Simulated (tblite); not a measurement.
# C4H12O2SSi2: the cost of one run

Computed with tblite 0.8.0 and PySCF 2.14.0, with density-fitted response routines of our own, on a single molecule in the gas phase. Atoms count from 0, in the outputs and in this text.

### 1 Starting geometry

21 atoms, charge 0, multiplicity 1; geometry from: force field or distance geometry start.

Bonds of the start (Å): C0–S1 1.82, S1–Si2 2.13, Si2–O3 1.67, Si2–O4 1.66, O4–C5 1.45, C5–Si6 2.25, Si6–C7 1.79, C7–C8 1.49, C7–C5 1.46, C0–H9 1.10, C0–H10 1.09, C0–H11 1.08, Si2–H12 1.48, O3–H13 0.96, C5–H14 1.09, Si6–H15 1.48, Si6–H16 1.49, C7–H17 1.08, C8–H18 1.09, C8–H19 1.10, C8–H20 1.11.

### 2 Optimising the geometry with GFN2-xTB

The job: settings as JSON, then the geometry in Å.

```
{"job": {"kind": "relax", "xc": "GFN2-xTB", "basis": "xTB"}, "charge": 0, "multiplicity": 1}
C      3.903200    -0.320100     0.465300
S      3.207700     1.354700     0.556600
Si     1.262400     1.012300     1.346700
O      0.492500     2.491000     1.357000
O      0.473000    -0.018600     0.310400
C     -0.956000    -0.217100     0.488900
Si    -1.517300    -1.897700    -0.891800
C     -1.786400    -0.142000    -0.713900
C     -3.184600     0.351700    -0.539700
H      3.303500    -0.939300    -0.212300
H      3.916900    -0.789500     1.451600
H      4.914700    -0.266500     0.087400
H      1.327100     0.438800     2.713000
H      0.363800     2.861100     0.481600
H     -1.320300    -0.664100     1.409400
H     -0.171800    -2.382600    -1.261000
H     -2.213700    -2.787400     0.076200
H     -1.358700     0.420100    -1.535600
H     -3.774300     0.228700    -1.453200
H     -3.712400    -0.149100     0.282500
H     -3.178200     1.432700    -0.305600
```

On the command line:

```console
$ OMP_NUM_THREADS=1 python probes_run.py task.json out
```

One launch serves the whole session: the jobs run in the order shown.

Q: Estimate the wall time and peak memory of this first job on 1 thread of Arm Neoverse N1, shared host.

About 5.3 s, with a peak of 0.19 GiB.
